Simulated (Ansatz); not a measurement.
Task: an atomisation energy of C3H4Al, SMILES C#[C][Al][CH3], with the Ansatz DFT code, driven from Python. Give the script and its output. Settings (for the species named): Hartree-Fock, def2-TZVP basis, multiplicity 2.

```xyz
8

C     2.7164    0.0273    0.5503
C     1.5298   -0.3377    0.5330
Al   -0.3259   -0.9871    0.5115
C    -1.6372    0.0592   -0.4151
H     3.6660    0.4225    0.5248
H    -1.7877    1.0753    0.0376
H    -1.4249    0.1432   -1.4822
H    -2.6444   -0.4598   -0.3157
```

`c3h4al_tae.py`
```python
# -*- coding: utf-8 -*-
"""Energy to split C3H4Al into its atoms."""

from collections import Counter
import logging
import sys

import ansatz as az

logging.basicConfig(stream=sys.stdout, format="%(name)s: %(message)s")
log = logging.getLogger("c3h4al")
log.setLevel(logging.INFO)


def energy(molecule, charge=0, unpaired=0):
    calc = (
        molecule.calculation()
        .basis(gaussian="def2-TZVP")
        .functional("hf")
    )
    if charge:
        calc = calc.charge(charge)
    if unpaired:
        calc = calc.spin("collinear", total=unpaired)
    report = calc.run(threads=1).report
    if report["published_state_doubts"]:
        print("  doubts:", report["published_state_doubts"])
    return report["free_energy_ev"]

system = (
    az.Crystal.molecule()
    .atom("C", [2.7164, 0.0273, 0.5503])
    .atom("C", [1.5298, -0.3377, 0.533])
    .atom("Al", [-0.3259, -0.9871, 0.5115])
    .atom("C", [-1.6372, 0.0592, -0.4151])
    .atom("H", [3.666, 0.4225, 0.5248])
    .atom("H", [-1.7877, 1.0753, 0.0376])
    .atom("H", [-1.4249, 0.1432, -1.4822])
    .atom("H", [-2.6444, -0.4598, -0.3157])
)

# unpaired electrons of the ground-state atoms
unpaired = {"C": 2, "Al": 1, "H": 1}
counts = Counter(site.symbol for site in system.cartesian_sites)
atom_energy = {s: energy(az.Crystal.molecule().atom(s, (0, 0, 0)), 0, unpaired[s]) for s in counts}
whole = energy(system, 0, 1)
for s, e in atom_energy.items():
    log.info(f"{s:2s} x{counts[s]}  {e:14.5f} eV")
log.info(f"C3H4Al: {whole:.5f} eV")
split = sum(counts[s] * e for s, e in atom_energy.items()) - whole
log.info(f"atomisation energy (no zero-point term): {split:.3f} eV, {split / sum(counts.values()):.3f} eV an atom")
```

```console
$ python c3h4al_tae.py
c3h4al: C  x3     -1025.66459 eV
c3h4al: Al x1     -6581.73628 eV
c3h4al: H  x4       -13.60052 eV
c3h4al: C3H4Al: -9736.69966 eV
c3h4al: atomisation energy (no zero-point term): 23.568 eV, 2.946 eV an atom
```

23.568 eV from the electronic energies, without the zero-point term.

What to keep in mind:
- Total energies depend on the basis set; only differences at equal settings carry meaning.
- The geometry is a force-field or estimated start, not a minimum of this method, and the basis set is short of its limit. All parts are taken at fixed geometry, without zero-point energy.
- The species is open-shell (spin multiplicity 2).
- Hartree-Fock leaves correlation out, so bond, atomisation and ionisation energies come out well too low.
- Wall time of the script: 17 s on 1 thread of Arm Neoverse V1, with other jobs on the host, peak memory 0.49 GiB.
